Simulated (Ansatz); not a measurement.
**C₂H₆Cl₂S₂Sn: ionisation energy by level of theory**

One table from this session's results is given with a row withheld; the runs are named, their logs left out.

The runs use Ansatz 0.2.0, Gaussian basis; unrestricted cation, the program's frozen cores in correlated methods.

Plan: UKS PBE-D4/def2-TZVPP; UKS r2SCAN-D4/def2-TZVPP; UKS PBE0-D4/def2-TZVPP; UKS B3LYP-D4/def2-TZVPP; UKS wB97X-V/def2-TZVPP; UKS wB97M-V/def2-TZVPP; UKS B2PLYP/def2-TZVPP; UHF-CCSD(T)/def2-TZVPP; UHF-MP2/def2-QZVPP; extrapolation to the limit; then −ε(HOMO) from the neutral's earlier runs with LDA (SPW92), PBE-D4, revPBE-D4, BLYP-D4, r2SCAN-D4, B97M-V, PBE0-D4, B3LYP-D4, r2SCANh-D4, r2SCAN0-D4, HSE06-D4, BHLYP-D4, CAM-B3LYP-D4, LC-ωPBE, ωB97X-V, ωB97M-V.

## The relaxed structure

The geometry comes from an earlier relaxation with PBE0-D4 in a triple-zeta def2 set; it is a stationary point, not always the lowest conformer. Sn takes the def2 core potential; no spin-orbit term is included.

SMILES `C[S][Sn]([Cl])([Cl])[S]C`, 13 atoms, charge 0, spin multiplicity 1.

Atoms are counted from 1 here; the program's logs count them from 0.

Bond lengths: C1–S2 1.818 Å, C1–H8 1.090 Å, C1–H9 1.089 Å, C1–H10 1.089 Å, S2–Sn3 2.370 Å, Sn3–Cl4 2.332 Å, Sn3–Cl5 2.316 Å, Sn3–S6 2.363 Å, S6–C7 1.821 Å, C7–H11 1.089 Å, C7–H12 1.089 Å, C7–H13 1.090 Å. Angles: S2–C1–H8 105.7°, S2–C1–H9 111.2°, S2–C1–H10 111.1°, H8–C1–H9 109.2°, H8–C1–H10 109.1°, H9–C1–H10 110.5°, C1–S2–Sn3 99.6°, S2–Sn3–Cl4 106.8°, S2–Sn3–Cl5 111.2°, S2–Sn3–S6 113.8°, Cl4–Sn3–Cl5 105.5°, Cl4–Sn3–S6 109.9°, Cl5–Sn3–S6 109.3°, Sn3–S6–C7 98.3°, S6–C7–H11 111.2°, S6–C7–H12 111.6°, S6–C7–H13 105.5°, H11–C7–H12 110.5° and more.

As a file:

```
C    -2.43854    1.13559   -0.74517
S    -1.31095    1.03930    0.67795
Sn    0.72613    0.61851   -0.45774
Cl    0.28973   -1.05018   -2.02760
Cl    1.39666    2.46321   -1.68641
S     2.48877   -0.05610    0.96474
C     1.80720   -1.66217    1.48559
H    -3.43730    1.24921   -0.32360
H    -2.40263    0.22300   -1.33798
H    -2.21358    2.00170   -1.36572
H     1.65334   -2.31999    0.63142
H     0.88049   -1.54137    2.04467
H     2.56069   -2.10069    2.13984
```

Set-up of the first run:

in.yaml reads:

```yaml
crystal:
  periodic: [false, false, false]
  atoms:
    - {symbol: C, position_ang: [-2.438545, 1.135588, -0.745169]}
    - {symbol: S, position_ang: [-1.310948, 1.039302, 0.677951]}
    - {symbol: Sn, position_ang: [0.726131, 0.618508, -0.457739]}
    - {symbol: Cl, position_ang: [0.289725, -1.050184, -2.027603]}
    - {symbol: Cl, position_ang: [1.396659, 2.463210, -1.686407]}
    - {symbol: S, position_ang: [2.488773, -0.056103, 0.964740]}
    - {symbol: C, position_ang: [1.807205, -1.662174, 1.485594]}
    - {symbol: H, position_ang: [-3.437303, 1.249212, -0.323596]}
    - {symbol: H, position_ang: [-2.402633, 0.223003, -1.337979]}
    - {symbol: H, position_ang: [-2.213579, 2.001705, -1.365715]}
    - {symbol: H, position_ang: [1.653338, -2.319991, 0.631422]}
    - {symbol: H, position_ang: [0.880493, -1.541371, 2.044665]}
    - {symbol: H, position_ang: [2.560695, -2.100694, 2.139836]}
basis:
  gaussian: {orbitals: def2-TZVPP}
total_charge: 1
magnetization: {spin_polarized: true, initial_magnetization: 1}
hamiltonian: {xc: pbe, dispersion: d4}
```

Among the steps run: Cation, UKS PBE-D4/def2-TZVPP; Cation, UKS r2SCAN-D4/def2-TZVPP; Cation, UKS PBE0-D4/def2-TZVPP; Cation, UKS B3LYP-D4/def2-TZVPP; Cation, UKS wB97X-V/def2-TZVPP; Cation, UKS wB97M-V/def2-TZVPP; Cation, UKS B2PLYP (frozen core)/def2-TZVPP; Cation, UHF-CCSD(T)/def2-TZVPP; Cation, UHF-MP2/def2-QZVPP.

One table of the session follows, with a row left open; its other results are not shown here.

It belongs to the step «Ionisation energies side by side». Orbital estimates, from the neutral's runs:

| functional | −ε(HOMO) (eV) |
| --- | --- |
| LDA (SPW92) | 6.35 |
| PBE-D4 | 6.23 |
| revPBE-D4 | 6.19 |
| BLYP-D4 | 6.07 |
| r2SCAN-D4 | 6.52 |
| B97M-V | 6.60 |
| PBE0-D4 | 7.48 |
| B3LYP-D4 | 7.23 |
| r2SCANh-D4 | 6.97 |
| r2SCAN0-D4 | 7.66 |
| HSE06-D4 | ? |
| BHLYP-D4 | 8.58 |
| CAM-B3LYP-D4 | 8.80 |
| LC-ωPBE | 10.22 |
| ωB97X-V | 9.85 |
| ωB97M-V | 9.67 |

Estimate the missing values for HSE06-D4.

The run gave: −ε(HOMO) (eV): 7.08. In the column «−ε(HOMO) (eV)» it lies between r2SCANh-D4 (6.97) and B3LYP-D4 (7.23).

Caveats from the session: The cation may have settled in a state other than its lowest; no search over hole states beyond the program's own was made.
